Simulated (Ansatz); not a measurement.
# Al: strong compression

One table from this session's results is given with a row withheld; the runs are named, their logs left out.

Computed with Ansatz 0.2.0 (DFT PBEsol, with the methods named in each step, unless a step's input says otherwise).

1 further run of the same task is left out (set aside as unsound or not needed). Runs told in other sessions of the task aren't counted.

**The structure to begin with**

It takes space group Pm-3m (No. 221, cubic). Conventional cell: a = 2.595 Å, b = 2.595 Å, c = 2.595 Å, α = 90.00°, β = 90.00°, γ = 90.00°. Al (site symmetry m-3m) has 6 Al at 2.59 Å in its first shell of neighbours.

Structure file:

```xyz
1
Lattice="2.5948 0.0000 0.0000 0.0000 2.5948 0.0000 0.0000 0.0000 2.5948" Properties=species:S:1:pos:R:3 pbc="T T T"
Al    0.0000    0.0000    0.0000
```

Whether this phase is the stable one at these pressures isn't tested.

The first run:

input.yaml reads:

```yaml
crystal:
  lattice:
    - [2.5948200617, 0.0, 0.0]
    - [0.0, 2.5948200617, 0.0]
    - [0.0, 0.0, 2.5948200617]
  atoms:
    - { symbol: Al, position: [0.0, 0.0, 0.0] }
kpoints:
  mp_grid: { grid: [16, 16, 16] }
scf:
  occupations: { method: fermi_dirac, width: 0.08 }
hamiltonian:
  xc: pbesol
  pseudopotentials: { kind: paw }
output:
  forces: true
  stress: true
relax:
  f_tol: 0.005
  max_steps: 40
  cell: {}
```

On the command line:

```console
ansatz run input.yaml --threads 1 --pin off --max-ram 2048MiB --backend cpu --events-out ev --progress --plain --runs-dir out
```

Steps of the session up to this table: Cell relaxed at zero pressure, PAW; Volume scaled by 1, PAW; Volume scaled by 0.95, PAW; Volume scaled by 0.85, PAW; Volume scaled by 0.75, PAW; Volume scaled by 0.65, PAW; Volume scaled by 0.55, PAW; Volume scaled by 0.45, PAW; Volume scaled by 0.45, PAW (source ansatz); Volume scaled by 0.4, PAW; Volume scaled by 0.4, PAW (source ansatz).

One table of the session follows, with a row left open; its other results are not shown here.

| method | volume over the first | volume (Å³/atom) | pressure (GPa) |
| --- | --- | --- | --- |
| PAW | 1 | 19.720 | 0.00 |
| PAW | 0.95 | 18.734 | 3.46 |
| PAW | 0.85 | 16.762 | 13.94 |
| PAW | 0.75 | ? | ? |
| PAW | 0.65 | 12.818 | 62.73 |
| PAW | 0.55 | 10.846 | 119.21 |
| PAW | 0.45 | 8.874 | 229.33 |
| PAW | 0.4 | 7.888 | 324.73 |
| PAW (source ansatz) | 0.45 | 8.874 | 228.52 |
| PAW (source ansatz) | 0.4 | 7.888 | 324.09 |

Estimate the missing values for PAW, 0.75.

**Answer.** volume (Å³/atom): 14.790; pressure (GPa): 31.75. In the column «volume (Å³/atom)» it lies between PAW, 0.65 (12.818) and PAW, 0.85 (16.762).

To keep in mind: At pressures up to 325 GPa the PAW spheres may overlap and frozen cores may not hold, so those PAW values are rough without an all-electron check.
